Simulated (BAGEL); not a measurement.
**B3LYP/def2-SVP (density fitting with qzvpp-jkfit) run of GeH2OF2 (SMILES [OH][GeH]([F])[F])**

Aim: the energy change on altering one bond length of GeH2OF2 at B3LYP/def2-SVP (density fitting with qzvpp-jkfit), from 2 runs. 

Program for the calculation: BAGEL 1.2.2.

**1. The system as given**

GeH2OF2: 6 atoms, total charge 0, spin state singlet. As SMILES, `[OH][GeH]([F])[F]`. Geometry: relaxed at PBE0-D4/def2-TZVP. This is one conformer, not always the lowest.

Bond lengths: O1–Ge2 1.742 Å, Ge2–F3 1.720 Å, Ge2–F4 1.720 Å, O1–H5 0.961 Å, Ge2–H6 1.516 Å. Angles: O1–Ge2–F3 109.3°, O1–Ge2–F4 109.3°, F3–Ge2–F4 103.5°, O1–Ge2–H6 111.4°, F3–Ge2–H6 111.5°, F4–Ge2–H6 111.5°, Ge2–O1–H5 114.0°.

**2. A single-point energy at B3LYP/def2-SVP (density fitting with qzvpp-jkfit)**

calc.json

```json
{ "bagel": [

{
  "title": "molecule",
  "basis": "svp",
  "df_basis": "qzvpp-jkfit",
  "angstrom": true,
  "geometry": [
    { "atom": "O", "xyz": [    0.086400,    1.049000,   -0.909900 ] },
    { "atom": "Ge", "xyz": [    0.075900,   -0.102300,    0.396800 ] },
    { "atom": "F", "xyz": [    1.042800,   -1.459100,   -0.031500 ] },
    { "atom": "F", "xyz": [   -1.502300,   -0.768100,    0.556400 ] },
    { "atom": "H", "xyz": [   -0.207700,    0.688000,   -1.751000 ] },
    { "atom": "H", "xyz": [    0.546800,    0.528400,    1.692900 ] }
  ]
},
{
  "title": "ks",
  "xc_func": "b3lyp"
},
{
  "title": "print",
  "file": "orbitals.molden",
  "orbitals": true
}

]}
```

On the command line:

```console
BAGEL_NUM_THREADS=1 BAGEL calc.json > calc.out
```

What it wrote:

```text
* using 1 threads per process

  ===============================================================
  ===============================================================

  *** Geometry ***

  { "atom" : "O", "xyz" : [      0.163272,      1.982323,     -1.719462 ] },
  { "atom" : "Ge", "xyz" : [      0.143430,     -0.193319,      0.749843 ] },
  { "atom" : "F", "xyz" : [      1.970606,     -2.757299,     -0.059526 ] },
  { "atom" : "F", "xyz" : [     -2.838936,     -1.451499,      1.051444 ] },
  { "atom" : "H", "xyz" : [     -0.392496,      1.300132,     -3.308910 ] },
  { "atom" : "H", "xyz" : [      1.033302,      0.998531,      3.199117 ] },

  Number of auxiliary basis functions:      533

  Since a DF basis is specified, we compute 2- and 3-index integrals:
    o Being stored without compression. Storage requirement is 0.030 GB

  Number of basis functions:       84
  Number of electrons      :       60

    * METHOD: MOLECULE                             0.24

  *** Kohn-Sham DFT ***

    * Removing 9844 points whose weight is below 1.00e-10
    * Grid points: 79592

  === Nuclear Repulsion ===
   329.1601166096

       - DIIS with orbital gradients will be used.

  === KS iteration (b3lyp / svp) ===
      0      -2271.10851118          0.13124306           0.32
      1      -2075.34322316          0.26428704           0.32
      2      -2242.65268250          0.14654470           0.32
      3      -2339.88895426          0.11062173           0.30
      4      -2274.39427149          0.18895683           0.32
      5      -2277.43162100          0.17876615           0.32
      6      -2277.47719284          0.17897695           0.31
      7      -2325.06499978          0.26219347           0.30
      8      -2314.32057081          0.19771897           0.31
      9      -2333.82948740          0.14608755           0.31
     10      -2348.91398956          0.08195981           0.31
     11      -2351.23810388          0.05763262           0.31
     12      -2352.72819955          0.01080182           0.31
     13      -2352.76739330          0.00372503           0.31
     14      -2352.77219109          0.00212773           0.31
     15      -2352.77426363          0.00069451           0.30
     16      -2352.77446915          0.00018011           0.31
     17      -2352.77447684          0.00012654           0.31
     18      -2352.77448465          0.00001627           0.31
     19      -2352.77448464          0.00001617           0.31
     20      -2352.77448474          0.00000407           0.31
     21      -2352.77448474          0.00000236           0.31
     22      -2352.77448474          0.00000075           0.30
     23      -2352.77448474          0.00000014           0.31
     24      -2352.77448474          0.00000018           0.30
     25      -2352.77448474          0.00000002           0.31
     26      -2352.77448474          0.00000001           0.31
     27      -2352.77448474          0.00000000           0.31
    * SCF iteration converged.

    * Permanent dipole moment:
           (   -0.103378,    -0.437988,     0.062815) a.u.

    * METHOD: KS                                   8.95

    * METHOD: PRINT                                0.01

  ===============================================================
```

Wall time 9.6 s (1 thread of Arm Neoverse V2, shared host); peak memory 0.36 GiB.

**3. The distorted shape at the same level**

calc.json

```json
{ "bagel": [

{
  "title": "molecule",
  "basis": "svp",
  "df_basis": "qzvpp-jkfit",
  "angstrom": true,
  "geometry": [
    { "atom": "O", "xyz": [       0.321681,       1.337801,      -0.237017 ] },
    { "atom": "Ge", "xyz": [       0.311181,       0.186501,       1.069683 ] },
    { "atom": "F", "xyz": [       1.278081,      -1.170299,       0.641383 ] },
    { "atom": "F", "xyz": [      -1.267019,      -0.479299,       1.229283 ] },
    { "atom": "H", "xyz": [      -0.207700,       0.688000,      -1.751000 ] },
    { "atom": "H", "xyz": [       0.782081,       0.817201,       2.365783 ] }
  ]
},

{ "title": "ks", "xc_func": "b3lyp" },

{ "title": "print", "file": "orbitals.molden", "orbitals": true }

]}
```

On the command line:

```console
BAGEL_NUM_THREADS=1 BAGEL calc.json > calc.out
```

What it wrote:

```text
* using 1 threads per process

  ===============================================================
  ===============================================================

  *** Geometry ***

  { "atom" : "O", "xyz" : [      0.607889,      2.528078,     -0.447897 ] },
  { "atom" : "Ge", "xyz" : [      0.588047,      0.352436,      2.021408 ] },
  { "atom" : "F", "xyz" : [      2.415223,     -2.211545,      1.212038 ] },
  { "atom" : "F", "xyz" : [     -2.394319,     -0.905744,      2.323008 ] },
  { "atom" : "H", "xyz" : [     -0.392496,      1.300132,     -3.308910 ] },
  { "atom" : "H", "xyz" : [      1.477919,      1.544286,      4.470682 ] },

  Number of auxiliary basis functions:      533

  Since a DF basis is specified, we compute 2- and 3-index integrals:
    o Being stored without compression. Storage requirement is 0.030 GB

  Number of basis functions:       84
  Number of electrons      :       60

    * METHOD: MOLECULE                             0.24

  *** Kohn-Sham DFT ***

    * Removing 9191 points whose weight is below 1.00e-10
    * Grid points: 80245

  === Nuclear Repulsion ===
   325.3220277983

       - DIIS with orbital gradients will be used.

  === KS iteration (b3lyp / svp) ===
      0      -2271.79213094          0.12863784           0.33
      1      -2079.32073286          0.25855907           0.31
      2      -2243.84145866          0.14453672           0.31
      3      -2339.70133874          0.10684064           0.31
      4      -2274.92981079          0.18591779           0.31
      5      -2278.13477563          0.17266591           0.31
      6      -2278.19281464          0.17228174           0.31
      7      -2318.03065615          0.27993025           0.32
      8      -2316.19425645          0.18581564           0.32
      9      -2334.94298034          0.13892051           0.32
     10      -2347.48541328          0.08545308           0.32
     11      -2348.48253628          0.08407525           0.31
     12      -2352.46528436          0.02031052           0.31
     13      -2352.62849812          0.00250416           0.31
     14      -2352.63088136          0.00203354           0.31
     15      -2352.63306510          0.00058500           0.31
     16      -2352.63321826          0.00028809           0.31
     17      -2352.63326032          0.00005725           0.31
     18      -2352.63326190          0.00001844           0.31
     19      -2352.63326203          0.00000282           0.31
     20      -2352.63326204          0.00000112           0.31
     21      -2352.63326204          0.00000205           0.31
     22      -2352.63326204          0.00000026           0.31
     23      -2352.63326204          0.00000010           0.31
     24      -2352.63326204          0.00000002           0.31
     25      -2352.63326204          0.00000002           0.31
     26      -2352.63326204          0.00000001           0.31
    * SCF iteration converged.

    * Permanent dipole moment:
           (   -0.040555,    -0.380357,     0.265129) a.u.

    * METHOD: KS                                   8.70

    * METHOD: PRINT                                0.01

  ===============================================================
```

Wall time 9.3 s (1 thread of Arm Neoverse V2, shared host); peak memory 0.37 GiB.

**4. Summary of results**

At B3LYP/def2-SVP (density fitting with qzvpp-jkfit):

| quantity | value |
| --- | --- |
| first shape: total energy | -2352.77448 Eh |
| first shape: dipole moment | 1.15 D |
| first shape: HOMO energy | -9.48 eV |
| first shape: LUMO energy | -0.21 eV |
| first shape: HOMO–LUMO gap | 9.26 eV |
| distorted shape: total energy | -2352.63326 Eh |
| distorted shape: dipole moment | 1.18 D |
| distorted shape: HOMO energy | -9.00 eV |
| distorted shape: LUMO energy | -4.56 eV |
| distorted shape: HOMO–LUMO gap | 4.44 eV |
| energy change with the O1–H5 bond stretched from 0.961 to 1.730 Å | 3.843 eV |

What this shows: With the O1–H5 bond stretched from 0.961 to 1.730 Å the energy rises by 3.84 eV (89 kcal/mol). The first shape isn't relaxed at this level, so the change isn't measured from a minimum. A restricted reference can't describe the breaking bond well at this length.
